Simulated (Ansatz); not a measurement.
# BeGaN: the cost of one run

Program: Ansatz 0.2.0. Level of theory: DFT PBE, scalar-relativistic, plane waves, PAW. These are calculated values, not measurements.

### 1 The structure to begin with

Symmetry: P4/mmm, No. 123, tetragonal system. The conventional cell has a = 2.908 Å, b = 2.908 Å, c = 4.145 Å, α = 90.00°, β = 90.00°, γ = 90.00°. Be (site symmetry 4/mmm) has 4 N at 2.06 Å and 2 Ga at 2.07 Å as nearest neighbours. Ga (site symmetry 4/mmm) has 2 Be at 2.07 Å as nearest neighbours. N (site symmetry 4/mmm) has 4 Be at 2.06 Å as nearest neighbours.

Structure file:

```
CELL_PARAMETERS angstrom
2.90762 0.00000 0.00000
0.00000 2.90762 0.00000
0.00000 0.00000 4.14509
ATOMIC_POSITIONS crystal
Be 0.50000 0.50000 0.50000
Ga 0.50000 0.50000 0.00000
N 0.00000 0.00000 0.50000
```

A structure generator made this guess: random cell by space group and Wyckoff sites (P4/mmm, No. 123). Lengths come from tabulated atomic sizes and are only a guess.

### 2 Probe: one point on a coarse mesh

File input.yaml:

```yaml
crystal:
  lattice:
    - [2.90761594, 0.0, 0.0]
    - [0.0, 2.90761594, 0.0]
    - [0.0, 0.0, 4.145089]
  atoms:
    - { symbol: Be, position: [0.5, 0.5, 0.5] }
    - { symbol: Ga, position: [0.5, 0.5, 0.0] }
    - { symbol: "N", position: [0.0, 0.0, 0.5] }
basis:
  ecutwfc: 420
kpoints:
  mp_grid: { grid: [6, 6, 4] }
hamiltonian:
  xc: pbe
scf:
  occupations: { method: gaussian, width: 0.1 }
  lower_state_search: "off"
output:
  forces: true
  stress: true
  eigenvalues: true
```

Run with:

```console
> ansatz run input.yaml --threads 1 --pin off --max-ram 2048MiB --backend cpu --events-out ev --progress --plain --runs-dir out
```

What time and memory should one allow on 1 thread of Arm Neoverse V1, shared host?

About 1.3 s, with a peak of 0.28 GiB.
